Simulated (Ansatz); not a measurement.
Working through energies of removing a hydrogen of CH7BP2, SMILES CB(P)P

With the Python package of Ansatz (0.2.0).

The cells in order, each with its output:

**Cell 1**
```python
import ansatz as az
```

**Cell 2**
```python
def energy_of(molecule, charge=0, unpaired=0):
    calc = (
        molecule.calculation()
        .basis(gaussian="cc-pVTZ")
        .functional("CAM-B3LYP")
    )
    if charge:
        calc = calc.charge(charge)
    if unpaired:
        calc = calc.spin("collinear", total=unpaired)
    report = calc.run().report
    if report["published_state_doubts"]:
        print("  doubts:", report["published_state_doubts"])
    return report["free_energy_ev"]
```

**Cell 3**
```python
def without(molecule, index):
    rest = az.Crystal.molecule()
    for i, site in enumerate(molecule.cartesian_sites):
        if i != index:
            rest = rest.atom(site.symbol, site.position_ang)
    return rest

molecule = (
    az.Crystal.molecule()
    .atom("C", [-0.8753, -1.4246, 0.232])
    .atom("B", [0.0267, -0.1598, -0.094])
    .atom("P", [1.863, -0.1199, 0.5041])
    .atom("P", [-0.7062, 1.3169, -1.1045])
    .atom("H", [-0.9475, -1.5524, 1.3317])
    .atom("H", [-0.4161, -2.3304, -0.2146])
    .atom("H", [-1.8932, -1.2863, -0.1872])
    .atom("H", [2.372, 0.3657, -0.7669])
    .atom("H", [1.7456, 1.1958, 1.1085])
    .atom("H", [-1.5497, 1.7645, -0.01])
    .atom("H", [0.3808, 2.2305, -0.7993])
)
```

**Cell 4**
```python
whole = energy_of(molecule, 0)
hydrogen = energy_of(az.Crystal.molecule().atom("H", (0, 0, 0)), 0, 1)
print(f"E(molecule) = {whole:.5f} eV, E(H) = {hydrogen:.5f} eV")
for index in [6, 10]:
    radical = energy_of(without(molecule, index), 0, 1)
    print(f"H{index}: homolysis {(radical + hydrogen - whole):.3f} eV")
    anion = energy_of(without(molecule, index), -1)
    print(f"H{index}: loss of a proton {(anion - whole):.3f} eV")
```
Output:
```text
E(molecule) = -20404.96157 eV, E(H) = -13.57340 eV
H6: homolysis 4.929 eV
H6: loss of a proton 17.915 eV
H10: homolysis 3.650 eV
H10: loss of a proton 16.044 eV
```

Notes:
- Total energies depend on the basis set; only differences at equal settings carry meaning.
- The geometry is a force-field or estimated start, not a minimum of this method, and the basis set is short of its limit. All parts are taken at fixed geometry, without zero-point energy.
- Anions want diffuse functions, which this basis lacks.
- Timing: 86 s on 1 thread of Arm Neoverse V1 (shared host), peak memory 0.76 GiB.
